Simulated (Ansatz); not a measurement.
# C2H5GeNO: the cost of one run

Program: Ansatz 0.2.0 through its Python package. The levels of theory stand in the script. These are calculated values, not measurements.

### 1 Starting point

Bond lengths: Ge1–C2 1.962 Å, C2–N3 1.387 Å, N3–C4 1.283 Å, C2–O5 1.353 Å, C4–O5 1.475 Å, Ge1–H6 1.596 Å, Ge1–H7 1.503 Å, Ge1–H8 1.541 Å, C2–H9 1.158 Å, C4–H10 1.053 Å. Angles (14 of 17 angles, heavy atoms first): Ge1–C2–N3 110.0°, Ge1–C2–O5 113.4°, N3–C2–O5 93.1°, C2–N3–C4 90.5°, N3–C4–O5 92.0°, C2–O5–C4 84.2°, Ge1–C2–H9 112.4°, N3–C2–H9 114.0°, O5–C2–H9 112.6°, C2–Ge1–H6 106.4°, C2–Ge1–H7 110.8°, C2–Ge1–H8 107.0°, N3–C4–H10 138.4°, O5–C4–H10 128.8°.

The script holds or builds the structure itself.

### 2 The script

Contents of methods.py:

```python
from pathlib import Path
import warnings

import ansatz as az
from ase import Atoms
import numpy as np

warnings.simplefilter("ignore", az.DeckWarning)

atoms = Atoms(["Ge", "C", "N", "C", "O", "H", "H", "H", "H", "H"], positions=[
    (-0.5921, -1.0233, 0.9571),
    (0.3979, 0.5081, 0.2322),
    (1.1973, 0.0978, -0.8244),
    (0.5872, 0.9047, -1.6139),
    (-0.355, 1.3114, -0.554),
    (-1.6787, -0.4235, 1.9609),
    (0.3357, -1.9763, 1.6566),
    (-1.3376, -1.6772, -0.2228),
    (0.9659, 1.0948, 1.0527),
    (0.5624, 1.1323, -2.6415),
])
molecule = az.Crystal.molecule_from_ase(atoms)

base = molecule.calculation().basis(gaussian="def2-SVP")

print("functional    E (Ha)        dipole (D)   HOMO (eV)  LUMO (eV)")
for name in ["hse06", "r2scan0", "pbe", "lc_wpbe", "lda"]:
    report = base.functional(name).forces().orbitals().run(threads=1, runs_dir="runs").report
    lines = Path(report["orbitals_path"]).read_text().splitlines()
    field_of = lambda key: [line.split("=")[1].strip() for line in lines if line.startswith(key)]
    orbitals = [(27.211386 * float(e), s, float(n)) for e, s, n in zip(field_of("Ene="), field_of("Spin="), field_of("Occup="))]
    homo = max(e for e, _, n in orbitals if n > 0.5)
    lumo = min(e for e, _, n in orbitals if n < 0.5)
    dipole = 4.803205 * np.linalg.norm(report["charge_distribution"]["dipole_moment_e_ang"])
    print(f"{name:10s} {report['free_energy_ev'] / 27.211386246:14.6f} {dipole:9.3f} {homo:11.3f} {lumo:10.3f}")
```

### 3 Running it

The run is started by

```sh
python methods.py
```

**Question.** How long does this script take on 1 thread of Intel Xeon 6975P-C (Granite Rapids), shared host, and how much memory does it need?

About 14 s, with a peak of 0.35 GiB.
